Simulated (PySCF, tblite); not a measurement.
# CH₇GeN: geometry, infrared bands, NMR shifts, spin-spin couplings, electronic excitations and core binding energies

Wanted: the infrared bands, NMR shifts, spin-spin couplings, electronic excitations and core binding energies of CH₇GeN (`C[NH][GeH3]`), by calculation.

Programs: tblite 0.8.0 and PySCF 2.14.0, with density-fitted response routines of our own. Each step states its level of theory. These are calculated values for one molecule in the gas phase, unless marked as measured. Atoms count from 0, in the outputs and in this text.

## Step 1: The molecule as given

10 atoms, charge 0, multiplicity 1; geometry from: force field or distance geometry start.

Bonds of the start (Å): C0–N1 1.46, N1–Ge2 1.89, C0–H3 1.10, C0–H4 1.11, C0–H5 1.12, N1–H6 1.06, Ge2–H7 1.53, Ge2–H8 1.56, Ge2–H9 1.53.

## Step 2: Relaxing the molecule with GFN2-xTB

The job: settings as JSON, then the geometry in Å.

```
{"job": {"kind": "relax", "xc": "GFN2-xTB", "basis": "xTB"}, "charge": 0, "multiplicity": 1}
C     -1.314900    -0.141000    -0.017700
N     -0.293000     0.773200    -0.517500
Ge     1.340400    -0.089400    -0.105100
H     -1.039800    -1.138600    -0.397100
H     -2.337600     0.165100    -0.311500
H     -1.191200    -0.153500     1.092100
H     -0.339200     1.611800     0.124000
H      1.646800    -1.049000    -1.262000
H      1.065300    -0.875000     1.212300
H      2.472000     0.901100     0.159900
```

Run with:

```sh
> OMP_NUM_THREADS=1 python probes_run.py task.json out
```

The driver reads the jobs from task.json and runs them one after another.

**Question.** This job is followed by: GFN2-xTB harmonic vibrations, gas phase; PBE0-D3(BJ)/def2-SVP geometry optimisation, gas phase; GIAO PBE0/pcSseg-1 NMR shielding, non-relativistic, gas phase; B3LYP/pcJ-1 Ge:pcSseg-1 indirect spin-spin coupling, non-relativistic, gas phase; TDDFT wB97X-D/def2-SVPD, vertical, gas phase, core orbitals frozen in the response; GIAO KT2/pcSseg-2 NMR shielding, non-relativistic, gas phase; delta-SCF UKS SCAN, pcX-2 on the ionised atom, pcseg-1 elsewhere, spin-free X2C. What will the session give for the following? strongest single infrared mode (GFN2-xTB); zero-point energy (GFN2-xTB); point group; rotational constants (main isotopes); ¹³C shifts against TMS (PBE0/pcSseg-1); ¹H shifts against TMS (PBE0/pcSseg-1, means over atoms taken as alike); ¹⁵N shifts against NH3 (PBE0/pcSseg-1); ⁷³Ge shifts against GeMe4 (PBE0/pcSseg-1); largest coupling of the table (B3LYP/pcSseg-1+pcJ-1); lowest singlet (wB97X-D/def2-SVPD); brightest single state of those computed; lowest triplet; vertical ionisation energy (ΔSCF); C1s binding energies, SCAN/pcX-2; N1s binding energies, SCAN/pcX-2; range of the shift of N1.

**Answer**, as computed:

| quantity | value |
| --- | --- |
| strongest single infrared mode (GFN2-xTB) | 2088 cm⁻¹, 468 km/mol |
| zero-point energy (GFN2-xTB) | 46.5 kcal/mol |
| point group | C1 |
| rotational constants (main isotopes) | 27.46, 3.74, 3.53 GHz |
| ¹³C shifts against TMS (PBE0/pcSseg-1) | 35.2 ppm |
| ¹H shifts against TMS (PBE0/pcSseg-1, means over atoms taken as alike) | 4.55, 2.65, -0.92 ppm |
| ¹⁵N shifts against NH3 (PBE0/pcSseg-1) | 5.3 ppm |
| ⁷³Ge shifts against GeMe4 (PBE0/pcSseg-1) | -133 ppm |
| largest coupling of the table (B3LYP/pcSseg-1+pcJ-1) | ¹J(C,H) C0–H3, 138.6 Hz |
| lowest singlet (wB97X-D/def2-SVPD) | 5.86 eV (211 nm), f = 0.006 |
| brightest single state of those computed | state 7, 8.63 eV, f = 0.074 |
| lowest triplet | 5.62 eV |
| vertical ionisation energy (ΔSCF) | 8.83 eV |
| C1s binding energies, SCAN/pcX-2 | C0 291.53 eV |
| N1s binding energies, SCAN/pcX-2 | N1 404.29 eV |
| range of the shift of N1 | 5.3 to 13.8 ppm |

**Reading.** Relaxing lowered the energy by 0.442 eV in 76 steps; the close pair that moved most is N1–Ge2, from 1.893 to 1.810 Å (GFN2-xTB). All 24 modes are real, so the xTB geometry is a minimum. The strongest single mode, at 2088 cm⁻¹, moves mainly H9 and H7. Unscaled tight-binding wavenumbers are off by several per cent, some by more. Its intensities can rank the bands wrongly. Relaxing lowered the energy by 0.085 eV in 3 steps; the close pair that moved most is Ge2–H9, from 1.492 to 1.538 Å (PBE0/def2-SVP). No frequency check was run at this level, so the end point may be a saddle. At PBE0/pcSseg-1: The widest tensor belongs to Ge2: span 332 ppm, with a paramagnetic part of -1293 ppm. Of the pairs tabulated at B3LYP/pcSseg-1+pcJ-1, C0–H3 (mean over like pairs) couples most strongly (138.6 Hz; Fermi contact 137.0 Hz). The lowest singlet, at 5.86 eV, is HOMO→LUMO 0.68, HOMO→LUMO+1 0.28 and is weak; of the 10 states computed, the strongest absorption comes from state 7 at 8.63 eV (the last state computed is bright too, and its partners may lie past the list). The lowest triplet lies 0.24 eV below the lowest singlet (triplets in Tamm-Dancoff, singlets in full TDDFT). At wB97X-D/def2-SVPD, the highest states lie near or above the ionisation energy, where they hang on the basis. The orbital energy would give 8.50 eV for ionisation, ΔSCF gives 8.83 eV. In ppm, N1 moves most: its shift spreads over 8.5 ppm, from 5.3 (PBE0/pcSseg-1) to 13.8 (KT2/pcSseg-2). Spin-orbit coupling is left out, which matters for shieldings and couplings at and beside the heavy atoms.
